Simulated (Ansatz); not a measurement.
# GaC2 (doublet): from Hartree-Fock to the top rungs at a displaced geometry (v2), cc-pVDZ

The task here is to estimate one member of a computed series from the others.

Program: Ansatz 0.2.0, Gaussian basis. Level of theory: cc-pVDZ, core rule «outside noble gas», up to 16 orbitals frozen. These are calculated values, not measurements.

The runs, in order: UHF; CCSD(T) on ROHF; CCSD(T) on UHF; BCCD(T) on ROHF; CISD; CCSDT(Q) on ROHF; CCSDT(Q) on UHF; CASSCF and MRCISD+Q, 9 electrons in 9 orbitals; CASSCF and NEVPT2, 9 electrons in 9 orbitals.

27 further runs of the same task are left out: 2 for a known fault of the program, 7 that didn't finish, 18 set aside as unsound or not needed.

### The system

The geometry is a PBE0/def2-TZVP stationary point (not a proven minimum) with its atoms shifted at random (size 0.100 Å). No spin-orbit coupling is included. The filled d shell of Ga may be among the frozen orbitals whatever the setting's name suggests; the logs give the count.

3 atoms, charge 0, spin multiplicity 2.

Atoms are counted from 1 here; the program's logs count them from 0.

Bond lengths: C1–C3 1.237 Å, Ga2–C3 1.960 Å. Angles: C1–C3–Ga2 177.2°.

Coordinates:

```xyz
3

C     0.0844    0.0052    1.4750
Ga   -0.0805    0.0136   -1.7169
C    -0.0039   -0.0188    0.2418
```

Set-up of the first run:

in.yaml reads:

```yaml
crystal:
  periodic: [false, false, false]
  atoms:
    - {symbol: C, position_ang: [0.084376, 0.005225, 1.475031]}
    - {symbol: Ga, position_ang: [-0.080498, 0.013599, -1.716875]}
    - {symbol: C, position_ang: [-0.003878, -0.018825, 0.241844]}
basis:
  gaussian: {orbitals: cc-pVDZ}
magnetization: {spin_polarized: true, initial_magnetization: 1}
hamiltonian: {xc: hf}
output: {orbitals: {seedname: orbitals}}
```

Run with:

```
ansatz run in.yaml --threads 1 --pin off --events-out ev --progress --plain --max-ram 2393MiB
```

Among the steps run: UHF; CCSD(T) on ROHF; CCSD(T) on UHF; BCCD(T) on ROHF; CISD; CCSDT(Q) on ROHF; CCSDT(Q) on UHF; CASSCF and MRCISD+Q, 9 electrons in 9 orbitals; CASSCF and NEVPT2, 9 electrons in 9 orbitals.

One table of the session follows, with a row left open; its other results are not shown here.

| method | from RCCSDT(Q) (meV) |
| --- | --- |
| ROHF | +8588.1 |
| UHF | ? |
| RMP2 | +1283.0 |
| UMP2 | +1922.8 |
| RCCSD | +540.3 |
| UCCSD | +545.0 |
| RCCSD(T) | +102.3 |
| UCCSD(T) | +147.4 |
| BCCD(T) | +87.4 |
| RCCSDT | +44.0 |
| UCCSDT | +46.8 |
| RCCSDT(Q) | 0 |
| UCCSDT(Q) | -13.5 |
| CASSCF frontier | +4825.7 |
| NEVPT2 frontier | +1266.3 |
| MRCISD frontier | +525.5 |
| MRCISD+Q frontier | +124.5 |

Estimate the missing values for UHF.

As computed: from RCCSDT(Q) (meV): +8098.6. In the column «from RCCSDT(Q) (meV)» it lies between CASSCF frontier (+4825.7) and ROHF (+8588.1).

Not comparable, so not listed: CISD (they don't share determinant, frozen orbitals or solution with the rows shown, or repeat one).

To keep in mind: Restricted and unrestricted rows rest on different reference determinants; where their highest levels disagree by more than a few hundredths of an eV, they describe different states and don't form one ladder.
